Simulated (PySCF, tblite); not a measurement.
**CH9PSi2: a rotation path, then NMR shifts on frames**

How do NMR shifts of CH9PSi2 (`[SiH3]C[SiH2]P`) change as the atoms move?

The runs use tblite 0.8.0 and PySCF 2.14.0, with density-fitted response routines of our own; the level of theory stands in each step. All values are computed, except where a source is named. Atoms are numbered from 0 throughout.

## Step 1: Starting geometry

13 atoms, charge 0, multiplicity 1; geometry from: GFN2-xTB.

Bonds of the start (Å): Si0–C1 1.90, C1–Si2 1.90, Si2–P3 2.25, Si0–H4 1.46, Si0–H5 1.47, Si0–H6 1.46, C1–H7 1.09, C1–H8 1.09, Si2–H9 1.47, Si2–H10 1.47, P3–H11 1.38, P3–H12 1.38.

## Step 2: The rotation path with GFN2-xTB

The job: settings as JSON, then the geometry in Å.

```
{"job": {"kind": "neb", "xc": "GFN2-xTB", "basis": "xTB", "atoms": [0, 1, 2, 3], "turn": 120}, "charge": 0, "multiplicity": 1}
Si    -2.257427    -0.173692    -0.484688
C     -0.515978    -0.581265     0.152121
Si     0.896238     0.401687    -0.651484
P      2.812333    -0.344546     0.251978
H     -2.563037     1.229762    -0.205415
H     -3.231658    -1.028628     0.199128
H     -2.320179    -0.414334    -1.926085
H     -0.489143    -0.426402     1.231914
H     -0.322686    -1.644249     0.000070
H      0.981634     0.137008    -2.092167
H      0.703418     1.845106    -0.453225
H      2.693257     0.375518     1.426373
H      3.608839     0.624521    -0.327497
```

Level: GFN2-xTB climbing-image nudged elastic band, gas phase.

The run is started by

```bash
OMP_NUM_THREADS=1 python probes_run.py task.json out
```

One launch serves the whole session: the jobs run in the order shown.

What it wrote:

```text
image   E - E0 / eV
  0       0.0000
  1       0.0040
  2       0.0150
  3       0.0258
  4       0.0287
  5       0.0204
  6       0.0040
  7      -0.0117
  8      -0.0182
```

It took 1.6 s on 1 thread of Arm Neoverse V2, shared host; peak memory 0.18 GiB.

The final band, with the dihedral Si0–C1–Si2–P3:

| image | dihedral (°) | energy (eV) | energy (kcal/mol) |
| --- | --- | --- | --- |
| 0 | -178 | 0.000 | 0.0 |
| 1 | -162 | 0.004 | 0.1 |
| 2 | -147 | 0.015 | 0.3 |
| 3 | -133 | 0.026 | 0.6 |
| 4 | -118 | 0.029 | 0.7 |
| 5 | -103 | 0.020 | 0.5 |
| 6 | -88 | 0.004 | 0.1 |
| 7 | -73 | -0.012 | -0.3 |
| 8 | -59 | -0.018 | -0.4 |

## Step 3: Shielding tensors: image 0, PBE0/pcSseg-1

The job: settings as JSON, then the geometry in Å.

```
{"job": {"kind": "nmr", "xc": "PBE0", "basis": "pcSseg-1", "pop": false}, "charge": 0, "multiplicity": 1}
Si    -2.257400    -0.173700    -0.484700
C     -0.516000    -0.581300     0.152100
Si     0.896200     0.401700    -0.651500
P      2.812300    -0.344500     0.252000
H     -2.563000     1.229800    -0.205400
H     -3.231700    -1.028600     0.199100
H     -2.320200    -0.414300    -1.926100
H     -0.489100    -0.426400     1.231900
H     -0.322700    -1.644200     0.000100
H      0.981600     0.137000    -2.092200
H      0.703400     1.845100    -0.453200
H      2.693300     0.375500     1.426400
H      3.608800     0.624500    -0.327500
```

With the program's defaults for keys left out, this is: GIAO PBE0/pcSseg-1 NMR shielding, non-relativistic, gas phase.

What it wrote:

```text
coarse grid: 11544 points
cycle   1  E = -963.3363270197  dE = -7.729e-02  |g| = 3.242e-01  |ddm| = 3.091e+00
cycle   2  E = -963.3253732898  dE =  1.095e-02  |g| = 3.737e-01  |ddm| = 6.289e-01
cycle   3  E = -963.3627853928  dE = -3.741e-02  |g| = 3.728e-02  |ddm| = 3.705e-01
cycle   4  E = -963.3631662096  dE = -3.808e-04  |g| = 1.195e-02  |ddm| = 5.974e-02
cycle   5  E = -963.3632051364  dE = -3.893e-05  |g| = 2.605e-03  |ddm| = 2.087e-02
cycle   6  E = -963.3632069310  dE = -1.795e-06  |g| = 5.076e-04  |ddm| = 4.806e-03
final grid: 95336 points
cycle   7  E = -963.3851644589  dE = -1.376e-05  |g| = 4.356e-03  |ddm| = 1.722e-02
cycle   8  E = -963.3851608711  dE =  3.588e-06  |g| = 5.605e-03  |ddm| = 8.782e-03
cycle   9  E = -963.3851692550  dE = -8.384e-06  |g| = 2.907e-04  |ddm| = 5.186e-03
cycle  10  E = -963.3851692726  dE = -1.765e-08  |g| = 7.869e-05  |ddm| = 4.352e-04
cycle  11  E = -963.3851692743  dE = -1.671e-09  |g| = 1.515e-05  |ddm| = 1.315e-04
cycle  12  E = -963.3851692744  dE = -6.457e-11  |g| = 2.169e-06  |ddm| = 2.603e-05
converged SCF energy = -963.3851692744

GIAO shielding tensors (ppm)
atom      isotropic    diamagn.    paramagn.     s11        s22        s33       span
  0 Si     422.258     879.322    -457.063    397.563    400.819    468.392     70.828
  1 C      197.574     258.744     -61.170    191.551    197.090    204.080     12.529
  2 Si     396.373     880.823    -484.450    358.882    389.235    441.003     82.121
  3 P      617.125     967.284    -350.159    549.946    609.140    692.290    142.344
  4 H       27.819      28.952      -1.133     24.300     26.208     32.951      8.651
  5 H       27.535      28.350      -0.815     23.734     25.310     33.561      9.827
  6 H       27.815      28.803      -0.989     24.279     26.244     32.921      8.642
  7 H       31.903      33.403      -1.500     26.103     30.724     38.883     12.780
  8 H       31.795      32.377      -0.583     25.927     30.301     39.157     13.230
  9 H       27.435      29.909      -2.474     23.540     26.380     32.386      8.846
 10 H       27.010      30.267      -3.257     22.650     26.345     32.036      9.387
 11 H       30.704      30.627       0.077     25.443     28.096     38.572     13.129
 12 H       30.587      29.570       1.017     25.187     26.938     39.635     14.448
```

Run time: 12 s. Hardware: 1 thread of Arm Neoverse V2, shared host; peak memory 0.66 GiB.

Shifts follow as δ = σ(reference) − σ, with reference shieldings (ppm) from runs at the same level and on the same kind of geometry: 1H TMS 31.72, 13C TMS 186.9, 29Si TMS 349.2, 31P H3PO4 318.4. The references are single molecules in the gas phase, so shifts against H2O, NH3, PH3, H3PO4 or CFCl3 are not on the usual liquid scales and can be off by tens of ppm. Each atom is listed at this fixed geometry, with no averaging over motion; a spectrum would average atoms that exchange fast.

| atoms | environment | σ (ppm) | δ (ppm) |
| --- | --- | --- | --- |
| C1 | sp3 CH2 bonded to 2 Si | 197.6 | -10.6 |
| H10 | hydrogen on a silicon bonded to C, P | 27.01 | 4.71 |
| H9 | hydrogen on a silicon bonded to C, P | 27.44 | 4.28 |
| H5 | hydrogen on a silicon bonded to C | 27.54 | 4.18 |
| H6 | hydrogen on a silicon bonded to C | 27.81 | 3.90 |
| H4 | hydrogen on a silicon bonded to C | 27.82 | 3.90 |
| H12 | hydrogen on a phosphorus bonded to Si | 30.59 | 1.13 |
| H11 | hydrogen on a phosphorus bonded to Si | 30.70 | 1.01 |
| H8 | hydrogen on an sp3 CH2 bonded to 2 Si | 31.79 | -0.08 |
| H7 | hydrogen on an sp3 CH2 bonded to 2 Si | 31.90 | -0.19 |
| Si2 | silicon bonded to C, P, 2 H | 396.4 | -47.2 |
| Si0 | silicon bonded to C, 3 H | 422.3 | -73.1 |
| P3 | phosphorus bonded to Si, 2 H | 617.1 | -298.8 |

Orbitals, density, ELF and potential are computed afterwards from the orbital file.

Frontier orbitals at PBE0/pcSseg-1, with the share of their density that lies nearest to each atom:

| orbital | energy (eV) | lies on |
| --- | --- | --- |
| HOMO | -7.43 | P3 63 %; Si2 9 %; H10, H11, H12 about 8 % each |
| LUMO | 0.22 | P3 13 %; Si2 12 %; H9, H10 about 10 % each |

ELF in a plane through or near 5 of the atoms.

Values, 10 rows by 14 columns:
```
0.00 0.00 0.00 0.00 0.00 0.00 0.00 0.00 0.00 0.00 0.00 0.00 0.00 0.00
0.00 0.00 0.00 0.00 0.00 0.00 0.00 0.00 0.00 0.00 0.00 0.00 0.00 0.00
0.00 0.00 0.01 0.10 0.10 0.01 0.01 0.20 0.05 0.00 0.22 0.13 0.00 0.00
0.00 0.00 0.17 0.64 0.72 0.12 0.08 0.76 0.41 0.13 1.00 1.00 0.29 0.00
0.00 0.01 0.23 0.32 0.55 0.71 0.50 0.20 0.77 0.28 1.00 1.00 0.40 0.00
0.00 0.03 0.96 0.99 0.47 0.57 0.38 0.87 0.83 0.50 0.22 0.28 0.02 0.00
0.00 0.01 0.98 0.98 0.19 0.21 0.21 0.25 0.12 0.91 0.94 0.14 0.00 0.00
0.00 0.00 0.07 0.10 0.02 0.55 0.92 0.25 0.01 0.83 0.86 0.09 0.00 0.00
0.00 0.00 0.00 0.00 0.00 0.06 0.25 0.03 0.00 0.01 0.01 0.00 0.00 0.00
0.00 0.00 0.00 0.00 0.00 0.00 0.00 0.00 0.00 0.00 0.00 0.00 0.00 0.00
```
The map spans 12.5 Å across and 8.6 Å up, centred on the molecule. Atoms in the plane (x, y in Å): C1 (0.5, 0.6), Si2 (-0.9, -0.6), P3 (-2.8, 0.5), H5 (3.3, 1.0), H12 (-3.6, -0.5).

On the surface of density 0.002 e/bohr³ the electrostatic potential runs, from the 1st to the 99th percentile, from -0.93 V near P3 to 1.04 V near H4.

## Step 4: Shielding tensors: image 2, PBE0/pcSseg-1

The job: settings as JSON, then the geometry in Å.

```
{"job": {"kind": "nmr", "xc": "PBE0", "basis": "pcSseg-1", "pop": false}, "charge": 0, "multiplicity": 1}
Si    -2.216600    -0.313400    -0.606400
C     -0.560300    -0.400300     0.318600
Si     0.849800     0.586600    -0.488200
P      2.755600    -0.519600    -0.067100
H     -2.651300     1.080500    -0.681100
H     -3.220900    -1.102200     0.110200
H     -2.049900    -0.843100    -1.958500
H     -0.709700    -0.049200     1.339300
H     -0.257700    -1.444500     0.405100
H      0.724300     0.630000    -1.949300
H      0.867000     1.966300     0.018900
H      2.882600    -0.065300     1.231800
H      3.582800     0.474600    -0.552100
```

Level: GIAO PBE0/pcSseg-1 NMR shielding, non-relativistic, gas phase.

What it wrote:

```text
coarse grid: 11544 points
cycle   1  E = -963.3350946434  dE = -7.269e-02  |g| = 3.242e-01  |ddm| = 3.091e+00
cycle   2  E = -963.3242870691  dE =  1.081e-02  |g| = 3.729e-01  |ddm| = 6.258e-01
cycle   3  E = -963.3615125573  dE = -3.723e-02  |g| = 3.730e-02  |ddm| = 3.697e-01
cycle   4  E = -963.3618928313  dE = -3.803e-04  |g| = 1.203e-02  |ddm| = 6.047e-02
cycle   5  E = -963.3619325597  dE = -3.973e-05  |g| = 2.611e-03  |ddm| = 2.127e-02
cycle   6  E = -963.3619343437  dE = -1.784e-06  |g| = 5.270e-04  |ddm| = 4.845e-03
final grid: 95336 points
cycle   7  E = -963.3841559103  dE = -1.348e-05  |g| = 4.382e-03  |ddm| = 1.765e-02
cycle   8  E = -963.3841521958  dE =  3.715e-06  |g| = 5.675e-03  |ddm| = 8.954e-03
cycle   9  E = -963.3841607961  dE = -8.600e-06  |g| = 2.799e-04  |ddm| = 5.218e-03
cycle  10  E = -963.3841608116  dE = -1.547e-08  |g| = 6.971e-05  |ddm| = 4.031e-04
cycle  11  E = -963.3841608129  dE = -1.258e-09  |g| = 1.704e-05  |ddm| = 1.199e-04
cycle  12  E = -963.3841608129  dE = -8.413e-11  |g| = 2.410e-06  |ddm| = 2.864e-05
converged SCF energy = -963.3841608129

GIAO shielding tensors (ppm)
atom      isotropic    diamagn.    paramagn.     s11        s22        s33       span
  0 Si     421.481     879.339    -457.858    388.844    409.132    466.467     77.623
  1 C      199.996     258.735     -58.740    188.967    201.981    209.039     20.072
  2 Si     397.233     880.827    -483.594    361.672    387.999    442.028     80.357
  3 P      618.908     967.368    -348.460    553.717    609.838    693.169    139.452
  4 H       27.843      28.893      -1.049     24.323     26.193     33.014      8.691
  5 H       27.544      28.377      -0.832     23.713     25.239     33.681      9.968
  6 H       27.813      28.908      -1.095     24.275     26.361     32.802      8.527
  7 H       31.786      32.896      -1.110     26.345     29.543     39.471     13.126
  8 H       31.948      32.937      -0.989     25.783     30.932     39.130     13.347
  9 H       27.571      30.009      -2.438     23.456     26.947     32.311      8.855
 10 H       26.978      30.112      -3.135     22.927     25.769     32.237      9.310
 11 H       30.670      30.471       0.199     25.416     27.998     38.596     13.180
 12 H       30.622      29.524       1.098     25.148     26.938     39.779     14.631
```

It took 7.8 s on 1 thread of Arm Neoverse V2, shared host; peak memory 0.68 GiB.

This run: δ C1 -13.1, Si2 -48.1, Si0 -72.3, P3 -300.5, H10 4.74, H5 4.17 ppm.

(Part 1 of 2 ends here.)
